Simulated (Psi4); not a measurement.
# UDSD-PBEP86/def2-QZVPP (density fitting, core potential, density fitting for correlation) run of SnH2Cl (SMILES [Cl][SnH2])

What is the energy change on altering one bond length of SnH2Cl at UDSD-PBEP86/def2-QZVPP (density fitting, core potential, density fitting for correlation)? 

The calculation is run with Psi4 1.11.

3 further runs of the same task are left out: 1 that didn't finish, 2 set aside as unsound or not needed.

## (1) The structure to begin with

SnH2Cl: 4 atoms, total charge 0, spin state doublet. SMILES: `[Cl][SnH2]`. The coordinates come from a PBE0-D4/def2-TZVP relaxation.

Bond lengths: Cl1–Sn2 2.343 Å, Sn2–H3 1.723 Å, Sn2–H4 1.723 Å. Angles: Cl1–Sn2–H3 105.0°, Cl1–Sn2–H4 105.0°, H3–Sn2–H4 111.9°.

## (2) A single-point energy at UDSD-PBEP86/def2-QZVPP (density fitting, core potential, density fitting for correlation)

input.json

```json
{
  "schema_name": "qcschema_input",
  "schema_version": 1,
  "molecule": {
    "schema_name": "qcschema_molecule",
    "schema_version": 2,
    "symbols": ["Cl", "Sn", "H", "H"],
    "geometry": [-3.5575984, 0.75286689, -1.10548978, 0.71809593, -0.33939481, -0.75041024, 0.77951203, -2.83458919, 1.34094966, 2.16468128, 2.3073556, 0.47639996],
    "molecular_charge": 0,
    "molecular_multiplicity": 2
  },
  "driver": "energy",
  "model": {
    "method": "dsd-pbep86",
    "basis": "def2-QZVPP"
  },
  "keywords": {
    "reference": "uks",
    "scf_type": "disk_df",
    "num_frozen_docc": 9
  }
}
```

Started as:

```
psi4 --qcschema input.json -n 1 --memory 1600MB
```

stdout:

```text
[...]
    !!!  WARNING: ECP capability is in beta. Please check occupations closely.  !!!
[...]
  Running in c1 symmetry.
[...]
  Nuclear repulsion =  103.714349053145213
[...]
  Multiplicity = 2
[...]
  Nalpha       = 21
  Nbeta        = 20
[...]
    Number of basis functions: 212
[...]
   @DF-UKS iter   1:  -674.68161877823627   -1.28981e+00   2.56285e-03 ADIIS/DIIS
[...]
   @DF-UKS iter   8:  -674.79655107456506   -4.56168e-07   8.39830e-07 DIIS
[...]
   @S^2 Observed:                7.550910430E-01
[...]
    Orbital Energies [Eh]
    ---------------------
    Alpha Occupied:
       1A   -103.658736     2A    -10.160738     3A     -7.726222
       4A     -7.723401     5A     -7.722777     6A     -5.631201
       7A     -3.875907     8A     -3.872296     9A     -3.868704
      10A     -1.256296    11A     -1.251708    12A     -1.250689
      13A     -1.246819    14A     -1.245877    15A     -0.975053
      16A     -0.630355    17A     -0.454394    18A     -0.450614
      19A     -0.420515    20A     -0.398236    21A     -0.307752
    Alpha Virtual:
      22A      0.017175    23A      0.060050    24A      0.061723
      25A      0.085022    26A      0.095574    27A      0.106590
[...]
  @DF-UKS Final Energy:  -674.79655107456506
   => Energetics <=
    Nuclear Repulsion Energy =            103.7143490531452130
    One-Electron Energy =               -1219.7145529643980808
    Two-Electron Energy =                 454.6611011688688677
    DFT Exchange-Correlation Energy =     -13.4574483321811229
    Empirical Dispersion Energy =           0.0000000000000000
    VV10 Nonlocal Energy =                  0.0000000000000000
    Total Energy =                       -674.7965510745650590
[...]
 Multipole Moments:
 ------------------------------------------------------------------------------------
     Multipole            Electronic (a.u.)      Nuclear  (a.u.)        Total (a.u.)
 ------------------------------------------------------------------------------------
 L = 1.  Multiply by 2.5417464519 to convert [e a0] to [Debye]
 Dipole X            :         33.5089134          -32.5021706            1.0067429
 Dipole Y            :         -8.9745338            8.6983584           -0.2761754
 Dipole Z            :          0.3176591           -0.3471962           -0.0295371
 Magnitude           :                                                    1.0443546
[...]
```

The result, in JSON:

```text
{
 "driver": "energy",
 "model": {
  "method": "dsd-pbep86",
  "basis": "def2-QZVPP"
 },
 "success": true,
 "return_result": -675.167255350867,
 "properties": {
  "calcinfo_nbasis": 212,
  "calcinfo_nmo": 212,
  "calcinfo_nalpha": 21,
  "calcinfo_nbeta": 20,
  "calcinfo_natom": 4,
  "nuclear_repulsion_energy": 103.71434905314521,
  "return_energy": -675.167255350867,
  "scf_one_electron_energy": -1219.714552964398,
  "scf_two_electron_energy": 454.66110116886887,
  "scf_xc_energy": -13.457448332181123,
  "scf_dipole_moment": [1.0067428586903873, -0.2761754302654644, -0.029537132246496567],
  "scf_total_energy": -674.7965510745651,
  "scf_iterations": 8
 }
}
```

Run time: 12 s. Hardware: 1 thread of Intel Xeon 6975P-C (Granite Rapids), shared host; peak memory 0.87 GiB.

## (3) The distorted shape, same level

run.py

```python
import psi4

psi4.set_memory(1600000000)
psi4.set_num_threads(1)
psi4.set_output_file('clh2sn.out', False)

m = psi4.geometry("""
0 2
Cl    -4.13626278    -0.30588997    -1.59624032
Sn     0.13943155    -1.39815167    -1.24116078
H      0.20084765    -3.89334604     0.85019912
H      2.16468128     2.30735560     0.47639996
units bohr
""")

psi4.set_options({
    'basis': 'def2-QZVPP',
    'reference': 'uks',
    'scf_type': 'disk_df',
    'num_frozen_docc': 9,
})

E = psi4.energy("DSD-PBEP86")
print('E =', round(E, 9))
for k, v in sorted(psi4.core.scalar_variables().items()):
    print(f'{k:45s} {v:18.10f}')
```

Started as:

```
python run.py
```

clh2sn.out:

```text
[...]
    !!!  WARNING: ECP capability is in beta. Please check occupations closely.  !!!
[...]
  Running in c1 symmetry.
[...]
  Nuclear repulsion =  101.366502904932759
[...]
  Multiplicity = 2
[...]
  Nalpha       = 21
  Nbeta        = 20
[...]
    Number of basis functions: 212
[...]
   @DF-UKS iter   1:  -674.59749433466186   -1.39517e+00   2.71341e-03 DIIS/ADIIS
[...]
   @DF-UKS iter  12:  -674.74930195306513   -1.55331e-07   3.87473e-07 DIIS
[...]
   @S^2 Observed:                8.843781203E-01
[...]
    Orbital Energies [Eh]
    ---------------------
    Alpha Occupied:
       1A   -103.662487     2A    -10.164591     3A     -7.729810
       4A     -7.727227     5A     -7.726493     6A     -5.637504
       7A     -3.882527     8A     -3.877975     9A     -3.874037
      10A     -1.261310    11A     -1.257672    12A     -1.254637
      13A     -1.252644    14A     -1.249753    15A     -0.977804
      16A     -0.603064    17A     -0.452491    18A     -0.437925
      19A     -0.421701    20A     -0.403698    21A     -0.316702
    Alpha Virtual:
      22A     -0.013112    23A      0.019353    24A      0.066286
      25A      0.084002    26A      0.091775    27A      0.112044
[...]
  @DF-UKS Final Energy:  -674.74930195306513
   => Energetics <=
    Nuclear Repulsion Energy =            101.3665029049327586
    One-Electron Energy =               -1214.8748652918452535
    Two-Electron Energy =                 452.1972544777737539
    DFT Exchange-Correlation Energy =     -13.4381940439263357
    Empirical Dispersion Energy =           0.0000000000000000
    VV10 Nonlocal Energy =                  0.0000000000000000
    Total Energy =                       -674.7493019530651281
[...]
 Multipole Moments:
 ------------------------------------------------------------------------------------
     Multipole            Electronic (a.u.)      Nuclear  (a.u.)        Total (a.u.)
 ------------------------------------------------------------------------------------
 L = 1.  Multiply by 2.5417464519 to convert [e a0] to [Debye]
 Dipole X            :         32.8845741          -32.0759148            0.8086593
 Dipole Y            :         -9.9728665            9.4782598           -0.4946067
 Dipole Z            :         -0.1132681            0.0143004           -0.0989677
 Magnitude           :                                                    0.9530793
[...]
```

On the terminal:

```text
E = -675.118212701
CURRENT ENERGY                                   -675.1182127006
CURRENT REFERENCE ENERGY                         -674.7493019531
DD SOLVATION ENERGY                                 0.0000000000
DFT FUNCTIONAL TOTAL ENERGY                      -674.7493019531
DFT TOTAL ENERGY                                 -675.1182127006
DFT VV10 ENERGY                                     0.0000000000
DFT XC ENERGY                                     -13.4381940439
DOUBLE-HYBRID CORRECTION ENERGY                    -0.3689107475
DSD-PBEP86 DOUBLE-HYBRID CORRECTION ENERGY         -0.3689107475
DSD-PBEP86 TOTAL ENERGY                          -675.1182127006
GRID ELECTRONS ALPHA                               21.0000022430
GRID ELECTRONS BETA                                20.0000019929
GRID ELECTRONS TOTAL                               41.0000042359
NUCLEAR REPULSION ENERGY                          101.3665029049
ONE-ELECTRON ENERGY                             -1214.8748652918
PCM POLARIZATION ENERGY                             0.0000000000
PE ENERGY                                           0.0000000000
SCF ITERATION ENERGY                             -674.7493019531
SCF ITERATIONS                                     12.0000000000
SCF TOTAL ENERGY                                 -674.7493019531
TWO-ELECTRON ENERGY                               452.1972544778
XC GRID RADIAL POINTS                              75.0000000000
XC GRID SPHERICAL POINTS                          302.0000000000
XC GRID TOTAL POINTS                            87857.0000000000
```

Run time: 17 s. Hardware: 1 thread of Intel Xeon 6975P-C (Granite Rapids), shared host; peak memory 0.84 GiB.

## (4) What came out

Level: UDSD-PBEP86/def2-QZVPP (density fitting, core potential, density fitting for correlation), 9 core orbitals frozen.

| quantity | value |
| --- | --- |
| first shape: total energy | -675.16726 Eh |
| first shape: HOMO energy (SCF part's orbitals) (highest over α and β) | -8.37 eV |
| first shape: LUMO energy (SCF part's orbitals) (lowest over α and β) | -1.65 eV |
| first shape: ⟨S²⟩ | 0.755 |
| distorted shape: total energy | -675.11821 Eh |
| distorted shape: HOMO energy (SCF part's orbitals) (highest over α and β) | -8.62 eV |
| distorted shape: LUMO energy (SCF part's orbitals) (lowest over α and β) | -2.01 eV |
| distorted shape: ⟨S²⟩ | 0.884 |
| energy change with the Sn2–H4 bond stretched from 1.723 to 2.412 Å | 1.335 eV |

**Reading.** With the Sn2–H4 bond stretched from 1.723 to 2.412 Å the energy rises by 1.33 eV (31 kcal/mol). The first shape isn't relaxed at this level, so the change isn't measured from a minimum. ⟨S²⟩ (distorted shape) is 0.88 where a pure doublet has 0.75: the reference is spin-contaminated.
